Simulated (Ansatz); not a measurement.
**ZnHCl + HCl: a complex and its separated parts**

The complex below is one end of an elementary step. How strongly is it bound against its free parts?

The runs use Ansatz 0.2.0, Gaussian basis; PBE0-D4/def2-TZVP structures, single points in def2-TZVPP, no counterpoise correction.

Levels: SPW92, PBE-D4, BLYP-D4, r2SCAN-D4, B97M-V, PBE0-D4, B3LYP-D4, r2SCAN0-D4, BHLYP-D4, CAM-B3LYP-D4, wB97X-V, wB97M-V, B2PLYP, PBE-QIDH, RPA on PBE, Hartree-Fock, MP2, CCSD, CCSD(T).

Cores are frozen in the correlated methods. The 3s and 3p shells of Cu and Zn are frozen; filled d shells are correlated. B3LYP uses VWN-RPA correlation. B2PLYP carries no dispersion term here.

94 further runs of the same task are left out: 94 set aside as unsound or not needed.

## (1) Where the work starts

The complex: 5 atoms, charge 0, spin multiplicity 1.

Atoms are counted from 1 here; the program's logs count them from 0.

Bond lengths: Zn1–H2 1.528 Å, Zn1–Cl3 2.115 Å, H4–Cl5 1.282 Å. Angles: H2–Zn1–Cl3 170.9°.

Geometry (Å):

```
Zn    0.63698   -0.91832    0.23952
H     1.01941   -0.24294    1.55578
Cl    0.30475   -2.10450   -1.47994
H    -0.88999    2.00389    0.35699
Cl   -1.07125    1.26187   -0.67236
```

Its parts: ZnHCl holds atoms 1, 2, 3; HCl holds atoms 4, 5. Each part counts its atoms afresh in its own runs.

## (2) Relaxing ZnHCl alone

relax-a/in.yaml reads:

```yaml
crystal:
  periodic: [false, false, false]
  atoms:
    - {symbol: Zn, position_ang: [0.636980, -0.918317, 0.239521]}
    - {symbol: H, position_ang: [1.019412, -0.242939, 1.555782]}
    - {symbol: Cl, position_ang: [0.304749, -2.104504, -1.479936]}
basis:
  gaussian: {orbitals: def2-TZVP}
hamiltonian: {xc: pbe0, dispersion: d4}
relax: {f_tol: 0.005, max_steps: 200}
```

Run with:

```
> ansatz run in.yaml --threads 4 --pin off --events-out ev --progress --plain --max-ram 9574MiB
```

After this run come: Relaxing HCl alone; SPW92/def2-TZVPP; PBE-D4/def2-TZVPP; BLYP-D4/def2-TZVPP; r2SCAN-D4/def2-TZVPP; B97M-V/def2-TZVPP; PBE0-D4/def2-TZVPP; B3LYP-D4/def2-TZVPP; r2SCAN0-D4/def2-TZVPP; BHLYP-D4/def2-TZVPP; CAM-B3LYP-D4/def2-TZVPP; wB97X-V/def2-TZVPP; wB97M-V/def2-TZVPP; B2PLYP/def2-TZVPP; PBE-QIDH/def2-TZVPP; RPA on PBE/def2-TZVPP; CCSD(T)/def2-TZVPP; Vibrations of ZnHCl; Vibrations of HCl.

Before running it: what results should come out? Wanted: complex less parts, CCSD(T)/def2-TZVPP; with zero-point energy; largest T1 diagnostic.

As calculated:

```
                              quantity         value
complex less parts, CCSD(T)/def2-TZVPP  -10.3 kJ/mol
                with zero-point energy   -7.0 kJ/mol
                 largest T1 diagnostic         0.014
```

What this shows: At CCSD(T) the complex lies 10.3 kJ/mol below its parts. The functionals run from PBE-QIDH, off by -1.2 kJ/mol, to SPW92, off by -14.3 kJ/mol, against CCSD(T). By rung, the mean size of the error is: LDA 14.3, GGA 3.1, meta-GGA 5.0, hybrid 4.2, range-separated hybrid 3.8, double hybrid 2.0 kJ/mol. PBE-D4 gives a relative energy 4.6 kJ/mol too low, an error of 45 % of the reference. No counterpoise was applied, and triple zeta lacks some correlation, so the CCSD(T) reference has a basis error of its own, and close matches with it are partly luck.
